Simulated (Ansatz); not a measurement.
# BCl3 (boron trichloride) at CCSDT/STO-3G

Aim: the vertical ionisation energy of BCl3 (boron trichloride) at CCSDT/STO-3G, from 2 runs. 

The calculation is run with Ansatz 0.2.0.

37 further runs of the same task are left out: 4 that didn't finish, 33 set aside as unsound or not needed.

### Step 1. The molecule

BCl3: 4 atoms, total charge 0, spin state singlet. SMILES: `ClB(Cl)Cl`. The coordinates come from a PBE0-D4/def2-TZVP relaxation.

Bond lengths: Cl1–B2 1.737 Å, B2–Cl3 1.737 Å, B2–Cl4 1.737 Å. Angles: Cl1–B2–Cl3 120.0°, Cl1–B2–Cl4 120.0°, Cl3–B2–Cl4 120.0°.

### Step 2. A single-point energy at CCSDT/STO-3G

Contents of molecule.yaml:

```yaml
basis:
  gaussian:
    orbitals: STO-3G
crystal:
  periodic: [false, false, false]
  atoms:
    - {symbol: Cl, position_ang: [-0.257920, 0.516440, 1.638340]}
    - {symbol: B, position_ang: [-0.000000, 0.000000, -0.000010]}
    - {symbol: Cl, position_ang: [0.942010, -1.423060, -0.324000]}
    - {symbol: Cl, position_ang: [-0.684100, 0.906610, -1.314320]}
scf:
  omitted_lower_state_checks: [cluster_reference, increment]
correlation:
  method: ccsdt
  frozen_orbitals: {B: 1, Cl: 5}
accuracy: high
```

The run is started by

```console
$ ansatz run molecule.yaml --threads 1 --pin off --max-ram 3480MiB --events-out events.jsonl --progress --plain --runs-dir runs
```

The program printed, shortened:

```text
Warning: RAYON_NUM_THREADS=1 ignored (pool sized by the plan → 1); use --threads N
Functional definition: HF
  name "HF"
[...]
603 factors; integrals over basis functions are off by at most 2.2e-8 eV
[...]
mean field -37775.60289732 eV, -1388.2278012531 hartree, gradient 5.4e-9 eV, S^2 0.000000; 0 other end points of the search recorded, 0 dependent functions left out
16 core orbitals not correlated: weight in the atoms' cores, before any rotation towards them, 1.000 or more for the frozen orbitals, at most 0.000 for the correlated occupied ones
reference -37775.60289732 eV, -1388.2278012531 hartree; 12, 12 occupied and 4, 4 virtual orbitals, 603 factors
second order -1.73269967 eV of doubles, -0.00000000 eV of singles
cycle   1  -1.87356942 eV  change   -1.4e-1 eV  update   7.5e-2
[...]
cycle  19  -2.12694965 eV  change  -9.6e-10 eV  update   1.4e-9
Total energy: -37777.72984697 eV, -1388.3059652113 hartree
Checks for a lower state left out: cluster_reference, increment
```

It took 0.48 s on 1 thread of Arm Neoverse V2, shared host.

### Step 3. The doublet cation

Contents of run.yaml:

```yaml
crystal:
  periodic: [false, false, false]
  atoms:
    - {symbol: Cl, position_ang: [-0.257920, 0.516440, 1.638340]}
    - {symbol: B, position_ang: [-0.000000, 0.000000, -0.000010]}
    - {symbol: Cl, position_ang: [0.942010, -1.423060, -0.324000]}
    - {symbol: Cl, position_ang: [-0.684100, 0.906610, -1.314320]}
basis:
  gaussian:
    orbitals: STO-3G
total_charge: 1
magnetization:
  spin_polarized: true
  initial_magnetization: 1
correlation:
  method: ccsdt
  frozen_orbitals: {B: 1, Cl: 5}
accuracy: high
scf:
  omitted_lower_state_checks: [cluster_reference, increment]
```

The run is started by

```console
$ ansatz run run.yaml --threads 1 --pin off --max-ram 3480MiB --events-out events.jsonl --progress --plain --runs-dir runs
```

The program printed, shortened:

```text
Warning: RAYON_NUM_THREADS=1 ignored (pool sized by the plan → 1); use --threads N
Functional definition: HF
  name "HF"
[...]
603 factors; integrals over basis functions are off by at most 2.2e-8 eV
[...]
mean field -37764.56571701 eV, -1387.8221923580 hartree, gradient 2.8e-8 eV, S^2 0.752922; 14 other end points of the search recorded, 0 dependent functions left out
16 core orbitals not correlated: weight in the atoms' cores, before any rotation towards them, 1.000 or more for the frozen orbitals, at most 0.000 for the correlated occupied ones
reference -37764.56571701 eV, -1387.8221923580 hartree; 12, 11 occupied and 4, 5 virtual orbitals, 603 factors
second order -1.95547587 eV of doubles, -0.00000000 eV of singles
cycle   1  -2.10703004 eV  change   -1.5e-1 eV  update   9.9e-2
[...]
cycle  48  -2.75716990 eV  change    1.0e-9 eV  update  4.4e-10
Total energy: -37767.32288691 eV, -1387.9235164830 hartree
Checks for a lower state left out: cluster_reference, increment
```

Run time: 4.2 s. Hardware: 1 thread of Arm Neoverse V2, shared host; peak memory 0.12 GiB.

### Step 4. What came out

At CCSDT/STO-3G, 16 core orbitals frozen:

```
                                                    quantity           value
                                  singlet BCl3: total energy  -1388.30597 Eh
  singlet BCl3: correlation energy (16 core orbitals frozen)       -78.2 mEh
                                 singlet BCl3: T1 diagnostic           0.011
                                doublet cation: total energy  -1387.92352 Eh
doublet cation: correlation energy (16 core orbitals frozen)      -101.3 mEh
           doublet cation: ⟨S²⟩ of the reference determinant           0.753
                               doublet cation: T1 diagnostic           0.155
          vertical ionisation energy (to the doublet cation)       10.407 eV
```

What this shows: The vertical ionisation energy comes to 10.41 eV (1004 kJ/mol). In a minimal basis such a difference can be off by several eV, whatever the method. The T1 diagnostic (doublet cation) of 0.155 is above the customary mark for such species, so a single reference may not serve.
